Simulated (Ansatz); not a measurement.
# AlClH₂OS: a ladder of functionals and wavefunction methods

Aim: compute AlClH₂OS with functionals from several rungs and with coupled cluster, and see how far each lands from CCSD(T) at the basis-set limit for the atomisation energy.

Method: functionals in def2-TZVPP, the program's frozen cores in correlated methods; program: Ansatz 0.2.0, Gaussian basis.

Levels to be run: LDA (SPW92), PBE-D4, revPBE-D4, BLYP-D4, r2SCAN-D4, B97M-V, PBE0-D4, B3LYP-D4, r2SCANh-D4, r2SCAN0-D4, HSE06-D4, BHLYP-D4, CAM-B3LYP-D4, LC-ωPBE, ωB97X-V, ωB97M-V, B2PLYP, PBE-QIDH; CCSD(T)/def2-SVP; CCSD(T)/def2-TZVPP; MP2/def2-QZVPP; extrapolation to the limit; RPA on PBE.

### Step 1. Structure used throughout

An earlier PBE0-D4 in a triple-zeta def2 set relaxation fixed the geometry.

SMILES `[OH][Al]([SH])[Cl]`, 6 atoms, charge 0, spin multiplicity 1.

Atoms are counted from 1 here; the program's logs count them from 0.

Bond lengths: O1–Al2 1.681 Å, O1–H5 0.956 Å, Al2–S3 2.161 Å, Al2–Cl4 2.092 Å, S3–H6 1.345 Å. Angles: Al2–O1–H5 124.1°, O1–Al2–S3 117.8°, O1–Al2–Cl4 121.5°, S3–Al2–Cl4 120.7°, Al2–S3–H6 91.8°.

### Step 2. LDA

This LDA is Slater exchange with PW92 correlation.

in.yaml reads:

```yaml
crystal:
  periodic: [false, false, false]
  atoms:
    - {symbol: O, position_ang: [1.083181, 1.190007, -0.697975]}
    - {symbol: Al, position_ang: [0.010866, 0.025957, -0.132988]}
    - {symbol: S, position_ang: [0.075597, -0.466031, 1.970234]}
    - {symbol: Cl, position_ang: [-1.346234, -0.923685, -1.410264]}
    - {symbol: H, position_ang: [1.132621, 1.475925, -1.608492]}
    - {symbol: H, position_ang: [-0.913931, -1.366273, 1.833285]}
basis:
  gaussian: {orbitals: def2-TZVPP}
hamiltonian: {xc: lda}
output: {orbitals: {seedname: orbitals}}
```

After this run come: PBE-D4 (GGA); revPBE-D4 (GGA); BLYP-D4 (GGA); r2SCAN-D4 (meta-GGA); B97M-V (meta-GGA); PBE0-D4 (hybrid); B3LYP-D4 (hybrid); r2SCANh-D4 (hybrid); r2SCAN0-D4 (hybrid); HSE06-D4 (hybrid); BHLYP-D4 (hybrid); CAM-B3LYP-D4 (range-separated); LC-ωPBE-D4 (range-separated); ωB97X-V (range-separated); ωB97M-V (range-separated); B2PLYP (double hybrid); PBE-QIDH (double hybrid); CCSD(T) in def2-SVP; CCSD(T) in def2-TZVPP; MP2 in def2-QZVPP; RPA on PBE orbitals.

**Question.** What will the summary of the whole plan be? Wanted: atomisation energy, CCSD(T)/CBS; farthest beyond LDA; mean size of error, GGA; mean size of error, meta-GGA; mean size of error, hybrid; mean size of error, range-separated; mean size of error, double hybrid; gap, smallest and largest; T1 diagnostic.

The runs gave:

```
                               quantity                                      value
        atomisation energy, CCSD(T)/CBS                             498.2 kcal/mol
functionals within 2.5 kcal/mol (0.5 %)        PBE-D4, r2SCAN-D4, ωB97X-V, ωB97M-V
                    farthest beyond LDA                  BHLYP-D4 (-25.1 kcal/mol)
                mean size of error, GGA                               8.3 kcal/mol
           mean size of error, meta-GGA                               1.7 kcal/mol
             mean size of error, hybrid                              11.3 kcal/mol
    mean size of error, range-separated                               4.9 kcal/mol
      mean size of error, double hybrid                              10.4 kcal/mol
              gap, smallest and largest  5.04 eV (LDA (SPW92)), 12.16 eV (LC-ωPBE)
                          T1 diagnostic                                     0.0108
triples share of the correlation energy                                      3.9 %
```

**Reading.** The LDA atomisation energy is off by 64.3 kcal/mol (13 %): it overbinds. PBE-D4 is off by +0.2 kcal/mol. Double hybrids carry the basis error of their MP2 part in triple zeta, and no dispersion term here, so their miss is partly the set-up's. Taken by rung, meta-GGA functionals do best (1.7 kcal/mol on average) and hybrid ones worst beyond LDA (11.3 kcal/mol). The mean of the hybrids holds BHLYP, with half exact exchange. Misses under about 2.5 kcal/mol are within the doubt on the reference itself, which lacks core-valence correlation, relativity and higher excitations. Hartree-Fock recovers 72 % of the binding; the rest is correlation. CCSD(T) in def2-SVP is off by -44.1 kcal/mol, so the small basis spoils what the method gains. The gap grows from 5.0 to 12.2 eV across the functionals, mostly with the share of exact exchange.
